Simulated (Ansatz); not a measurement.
What does this script print? It uses the Ansatz DFT code, driven from Python.

The script, `methods_ch3clfsbsi.py`:
```python
from pathlib import Path

import ansatz as az
import numpy as np


def main() -> None:
    geometry_ang = [
        ("F", (-1.3915, -0.4037, 2.0493)),
        ("Si", (-0.4665, 0.4062, 0.8968)),
        ("C", (0.3864, -0.8216, -0.1767)),
        ("Sb", (-0.9912, -0.0809, -1.5396)),
        ("Cl", (0.3873, 1.6587, -2.3201)),
        ("H", (0.3804, 1.5669, 1.2792)),
        ("H", (1.4875, -0.5295, -0.4058)),
        ("H", (0.2997, -1.8531, 0.161)),
    ]
    mol = az.Crystal.molecule()
    for symbol, xyz in geometry_ang:
        mol = mol.atom(symbol, xyz)

    setup = mol.calculation().basis(gaussian="def2-SVP")

    print("functional    E (Ha)        dipole (D)   HOMO (eV)  LUMO (eV)")
    for name in ["pbe", "lc_wpbe", "revpbe", "pbe0", "r2scan"]:
        rep = setup.functional(name).forces().orbitals().run(threads=1, pin="off", runs_dir="runs").report
        lines = Path(rep["orbitals_path"]).read_text().splitlines()
        field_of = lambda key: [line.split("=")[1].strip() for line in lines if line.startswith(key)]
        orbitals = [(27.211386 * float(e), s, float(n)) for e, s, n in zip(field_of("Ene="), field_of("Spin="), field_of("Occup="))]
        homo = max(e for e, _, n in orbitals if n > 0.5)
        lumo = min(e for e, _, n in orbitals if n < 0.5)
        dipole = 4.803205 * np.linalg.norm(rep["charge_distribution"]["dipole_moment_e_ang"])
        print(f"{name:10s} {rep['free_energy_ev'] / 27.211386246:14.6f} {dipole:9.3f} {homo:11.3f} {lumo:10.3f}")


if __name__ == "__main__":
    main()
```

```console
$ python methods_ch3clfsbsi.py
functional    E (Ha)        dipole (D)   HOMO (eV)  LUMO (eV)
pbe          -1128.916694     1.214      -5.441     -2.349
lc_wpbe      -1129.128203     1.373      -8.849      0.519
revpbe       -1129.259690     1.240      -5.404     -2.275
pbe0         -1128.997181     1.239      -6.495     -1.595
r2scan       -1129.380750     1.283      -5.735     -2.256
```

Notes:
- Total energies depend on the basis set; only differences at equal settings carry meaning.
- The geometry is a force-field or estimated start, not a minimum of this method, and the basis set is short of its limit. A lower total doesn't mark the better method: functionals have no common bound, and MP2 and coupled cluster aren't variational.
- def2 sets replace the cores of elements past krypton by effective core potentials.
- Levels such as HOMO and LUMO are orbital energies: with these approximate functionals they aren't the ionisation energy and electron affinity, and their gap isn't the fundamental gap.
- It ran for 20 s on 1 thread of Intel(R) Xeon(R) Processor @ 2.30GHz (shared host), peak memory 0.36 GiB.
